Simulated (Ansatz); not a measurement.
# BClH4OSi: a ladder of functionals and wavefunction methods

The task here is to estimate one member of a computed series from the others.

Method: functionals in def2-TZVPP, the program's frozen cores in correlated methods; program: Ansatz 0.2.0, Gaussian basis.

Plan: LDA (SPW92), PBE-D4, revPBE-D4, BLYP-D4, r2SCAN-D4, B97M-V, PBE0-D4, B3LYP-D4, r2SCANh-D4, r2SCAN0-D4, HSE06-D4, BHLYP-D4, CAM-B3LYP-D4, LC-ωPBE, ωB97X-V, ωB97M-V, B2PLYP, PBE-QIDH; CCSD(T)/def2-SVP; CCSD(T)/def2-TZVPP; MP2/def2-QZVPP; extrapolation to the limit; RPA on PBE.

1 further run of the same task is left out (it didn't finish).

**Structure used throughout**

An earlier PBE0-D4 in a triple-zeta def2 set relaxation fixed the geometry.

SMILES `OB([SiH3])Cl`, 8 atoms, charge 0, spin multiplicity 1.

Atoms are counted from 1 here; the program's logs count them from 0.

Bond lengths: O1–B2 1.343 Å, O1–H5 0.965 Å, B2–Si3 2.023 Å, B2–Cl4 1.779 Å, Si3–H6 1.486 Å, Si3–H7 1.488 Å, Si3–H8 1.488 Å. Angles: B2–O1–H5 113.9°, O1–B2–Si3 121.8°, O1–B2–Cl4 119.2°, Si3–B2–Cl4 119.0°, B2–Si3–H6 112.1°, B2–Si3–H7 109.2°, B2–Si3–H8 109.2°, H6–Si3–H7 109.1°, H6–Si3–H8 109.1°, H7–Si3–H8 108.1°.

The first run:

The input, in.yaml:

```yaml
crystal:
  periodic: [false, false, false]
  atoms:
    - {symbol: O, position_ang: [-0.463387, 1.550875, -0.887962]}
    - {symbol: B, position_ang: [-0.138061, 0.255272, -0.750147]}
    - {symbol: Si, position_ang: [0.266281, -0.556197, 1.058368]}
    - {symbol: Cl, position_ang: [-0.059070, -0.776790, -2.196423]}
    - {symbol: H, position_ang: [-0.632477, 1.816924, -1.799569]}
    - {symbol: H, position_ang: [0.148712, 0.439360, 2.155935]}
    - {symbol: H, position_ang: [1.647883, -1.109108, 1.049146]}
    - {symbol: H, position_ang: [-0.677883, -1.677437, 1.314953]}
basis:
  gaussian: {orbitals: def2-TZVPP}
hamiltonian: {xc: lda}
output: {orbitals: {seedname: orbitals}}
```

Steps of the session up to this table: LDA; PBE-D4 (GGA); revPBE-D4 (GGA); BLYP-D4 (GGA); r2SCAN-D4 (meta-GGA); B97M-V (meta-GGA); PBE0-D4 (hybrid); B3LYP-D4 (hybrid); r2SCANh-D4 (hybrid); r2SCAN0-D4 (hybrid); HSE06-D4 (hybrid); BHLYP-D4 (hybrid); CAM-B3LYP-D4 (range-separated); LC-ωPBE (range-separated); ωB97X-V (range-separated); ωB97M-V (range-separated); B2PLYP (double hybrid); PBE-QIDH (double hybrid).

One table of the session follows, with a row left open; its other results are not shown here.

It belongs to the step «Orbital energies across the functionals». 

```
  functional  HOMO (eV)  gap (eV)
 LDA (SPW92)      -7.27      5.01
      PBE-D4      -7.17      5.14
   revPBE-D4      -7.12      5.18
     BLYP-D4      -7.04      5.19
   r2SCAN-D4          ?         ?
      B97M-V      -7.57      5.72
     PBE0-D4      -8.43      7.33
    B3LYP-D4      -8.22      6.94
  r2SCANh-D4      -7.92      6.46
  r2SCAN0-D4      -8.61      7.66
    HSE06-D4      -8.03      6.55
    BHLYP-D4      -9.61      9.58
CAM-B3LYP-D4      -9.78      9.86
     LC-ωPBE     -11.12     12.33
     ωB97X-V     -10.78     11.91
     ωB97M-V     -10.56     11.51
```

Q: Estimate the row for r2SCAN-D4 from the others.

Worked estimate for «HOMO (eV)». Against the share of exact exchange, r2SCANh-D4 (0.1, -7.92), r2SCAN0-D4 (0.25, -8.61) give a slope of -4.60 per unit share; at 0 the line stands at -7.46.

The run gave: HOMO (eV): -7.46; gap (eV): 5.67. In «HOMO (eV)» the line misses by 0.00.
